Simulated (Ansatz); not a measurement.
# SiBr2Cl2: a ladder of functionals and wavefunction methods

An exercise on one series of results from a longer session: the logs are not shown, and one member is left open.

The runs use Ansatz 0.2.0, Gaussian basis; functionals in def2-TZVPP, the program's frozen cores in correlated methods.

Levels to be run: LDA (SPW92), PBE-D4, revPBE-D4, BLYP-D4, r2SCAN-D4, B97M-V, PBE0-D4, B3LYP-D4, r2SCANh-D4, r2SCAN0-D4, HSE06-D4, BHLYP-D4, CAM-B3LYP-D4, LC-ωPBE, ωB97X-V, ωB97M-V, B2PLYP, PBE-QIDH; CCSD(T)/def2-SVP; CCSD(T)/def2-TZVPP; MP2/def2-QZVPP; extrapolation to the limit; RPA on PBE.

## The geometry

The geometry comes from an earlier relaxation with PBE0-D4 in a triple-zeta def2 set; it is a stationary point.

SMILES `Cl[Si](Cl)(Br)Br`, 5 atoms, charge 0, spin multiplicity 1.

Atoms are counted from 1 here; the program's logs count them from 0.

Bond lengths: Cl1–Si2 2.025 Å, Si2–Cl3 2.025 Å, Si2–Br4 2.190 Å, Si2–Br5 2.190 Å. Angles: Cl1–Si2–Cl3 109.1°, Cl1–Si2–Br4 109.5°, Cl1–Si2–Br5 109.5°, Cl3–Si2–Br4 109.5°, Cl3–Si2–Br5 109.5°, Br4–Si2–Br5 109.9°.

The first run:

Contents of in.yaml:

```yaml
crystal:
  periodic: [false, false, false]
  atoms:
    - {symbol: Cl, position_ang: [-0.615439, -0.277075, 1.920455]}
    - {symbol: Si, position_ang: [0.023112, -0.035386, 0.013872]}
    - {symbol: Cl, position_ang: [1.598195, -1.264430, -0.317464]}
    - {symbol: Br, position_ang: [-1.598978, -0.539446, -1.368211]}
    - {symbol: Br, position_ang: [0.642812, 2.042838, -0.290052]}
basis:
  gaussian: {orbitals: def2-TZVPP}
hamiltonian: {xc: lda}
output: {orbitals: {seedname: orbitals}}
```

Started as:

```console
$ ansatz run in.yaml --threads 4 --pin off --events-out ev --progress --plain --max-ram 10444MiB
```

Among the steps run: LDA; PBE-D4 (GGA); revPBE-D4 (GGA); BLYP-D4 (GGA); r2SCAN-D4 (meta-GGA); B97M-V (meta-GGA); PBE0-D4 (hybrid); B3LYP-D4 (hybrid); r2SCANh-D4 (hybrid); r2SCAN0-D4 (hybrid); HSE06-D4 (hybrid); BHLYP-D4 (hybrid); CAM-B3LYP-D4 (range-separated); LC-ωPBE (range-separated); ωB97X-V (range-separated); ωB97M-V (range-separated); B2PLYP (double hybrid); PBE-QIDH (double hybrid).

One of the session's tables, all rows but one given; the rest of the session is left out.

It belongs to the step «Frontier levels by functional». 

```
  functional  HOMO (eV)  gap (eV)
 LDA (SPW92)      -7.68      5.28
      PBE-D4      -7.51      5.39
   revPBE-D4      -7.46      5.44
     BLYP-D4      -7.32      5.30
   r2SCAN-D4      -7.88      6.06
      B97M-V      -7.94      6.23
     PBE0-D4      -8.82      7.62
    B3LYP-D4      -8.53      7.08
  r2SCANh-D4      -8.35      6.85
  r2SCAN0-D4      -9.05      8.03
    HSE06-D4      -8.42      6.85
    BHLYP-D4      -9.94      9.77
CAM-B3LYP-D4     -10.12     10.00
     LC-ωPBE          ?         ?
     ωB97X-V     -11.16     12.18
     ωB97M-V     -11.00     11.80
```

Estimate the missing values for LC-ωPBE.

The run gave: HOMO (eV): -11.54; gap (eV): 12.66. In the column «HOMO (eV)» it is the lowest.
